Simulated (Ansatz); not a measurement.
# Al2O3: band gap under strain

How does strain move the band edges of corundum Al2O3, and do the functionals agree on it? States: -1.0 % equal strain in all directions; +1.0 % equal strain in all directions; +2.0 % equal strain in all directions.

Program: Ansatz 0.2.0. PAW datasets, plane waves. Computed at 0 K without zero-point motion; spin polarisation is off.

## 1. Starting point

The unstrained cell was relaxed with r2SCAN; in each strained cell the atoms were relaxed again with r2SCAN. Names of k-points are those of the unstrained zone, where strain can split equivalent points. First state: -1.0 % equal strain in all directions.

Space group R-3c (No. 167), trigonal; conventional cell a = 4.711 Å, c = 12.865 Å, 8.24 Å³ an atom. Around Al lie 6 O at 1.84–1.95 Å; around O lie 4 Al at 1.84–1.95 Å.

Structure file:

```cif
data_structure
_symmetry_space_group_name_H-M 'P 1'
_symmetry_Int_Tables_number 1
_cell_length_a 5.0781
_cell_length_b 5.0781
_cell_length_c 5.0781
_cell_angle_alpha 55.273
_cell_angle_beta 55.273
_cell_angle_gamma 55.273
_cell_volume 82.43
loop_
_atom_site_label
_atom_site_type_symbol
_atom_site_fract_x
_atom_site_fract_y
_atom_site_fract_z
_atom_site_occupancy
Al1 Al 0.85181 0.85181 0.85181 1
Al2 Al 0.35181 0.35181 0.35181 1
Al3 Al 0.14819 0.14819 0.14819 1
Al4 Al 0.64819 0.64819 0.64819 1
O1 O 0.44329 0.05671 0.75000 1
O2 O 0.05671 0.75000 0.44329 1
O3 O 0.55671 0.94329 0.25000 1
O4 O 0.25000 0.55671 0.94329 1
O5 O 0.94329 0.25000 0.55671 1
O6 O 0.75000 0.44329 0.05671 1
```

From earlier runs on the unstrained cell: PBE 6.24 eV, r2SCAN 7.14 eV, HSE06 8.11 eV; a = 4.759 Å, c = 12.995 Å.

## 2. -1.0 % equal strain in all directions: PBE

File input.yaml:

```yaml
crystal:
  lattice:
    - [2.3555677989, 1.3599877028, 4.2882780487]
    - [-2.3555677989, 1.3599877028, 4.2882780487]
    - [0.0, -2.7199754055, 4.2882780487]
  atoms:
    - { symbol: Al, position: [0.8518090518, 0.8518090518, 0.8518090518] }
    - { symbol: Al, position: [0.3518090518, 0.3518090518, 0.3518090518] }
    - { symbol: Al, position: [0.1481909482, 0.1481909482, 0.1481909482] }
    - { symbol: Al, position: [0.6481909482, 0.6481909482, 0.6481909482] }
    - { symbol: O, position: [0.4432929673, 0.0567070327, 0.75] }
    - { symbol: O, position: [0.0567070327, 0.75, 0.4432929673] }
    - { symbol: O, position: [0.5567070327, 0.9432929673, 0.25] }
    - { symbol: O, position: [0.25, 0.5567070327, 0.9432929673] }
    - { symbol: O, position: [0.9432929673, 0.25, 0.5567070327] }
    - { symbol: O, position: [0.75, 0.4432929673, 0.0567070327] }
kpoints:
  mp_grid: { grid: [6, 6, 6] }
  band_path:
    path:
      - [0.0, 0.0, 0.0]
      - [0.5, 0.5, 0.5]
      - [0.7662811645, 0.2337188355, 0.5]
      - [0.5, -0.2337188355, 0.2337188355]
      - [0.5, 0.0, 0.0]
      - [0.3668594178, -0.3668594178, 0.0]
      - [0.6331405822, 0.0, 0.3668594178]
      - [0.5, 0.0, 0.5]
    npoints: 1
hamiltonian:
  xc: pbe
scf:
  occupations: { method: fermi_dirac, width: 0.02 }
  n_extra_bands: 6
output:
  forces: true
  stress: true
  eigenvalues: true
  write_density: true
  write_potential: true
  elf: true
  volumetric_format: npy
```

The run is started by

```bash
> ansatz run input.yaml --threads 2 --pin off --max-ram 20275MiB --backend cpu --events-out ev --progress --plain --runs-dir out
```

After this run come: -1.0 % equal strain in all directions: r2SCAN; -1.0 % equal strain in all directions: HSE06; +1.0 % equal strain in all directions: PBE; +1.0 % equal strain in all directions: r2SCAN; +1.0 % equal strain in all directions: HSE06; +2.0 % equal strain in all directions: PBE; +2.0 % equal strain in all directions: r2SCAN; +2.0 % equal strain in all directions: HSE06.

Q: Predict the outcome of this session.

**Answer**, as computed:

Least gap in eV (negative: overlap), with the change from the unstrained cell in brackets:

| state | volume change (%) | PBE | r2SCAN | HSE06 |
| --- | --- | --- | --- | --- |
| -1.0 % equal strain in all directions | -3.0 | 6.62 (+0.38) | 7.53 (+0.39) | 8.51 (+0.40) |
| +1.0 % equal strain in all directions | +3.0 | 5.87 (-0.37) | 6.76 (-0.38) | 7.71 (-0.40) |
| +2.0 % equal strain in all directions | +6.1 | 5.51 (-0.73) | 6.39 (-0.75) | 7.32 (-0.79) |

In words: The largest move of the HSE06 gap in the table is -0.784 eV, under +2.0 % equal strain in all directions. PBE and HSE06 differ by 1.86 eV on the unstrained gap, and by at most 0.05 eV on its change: PBE follows the response to strain far better than the gap itself.
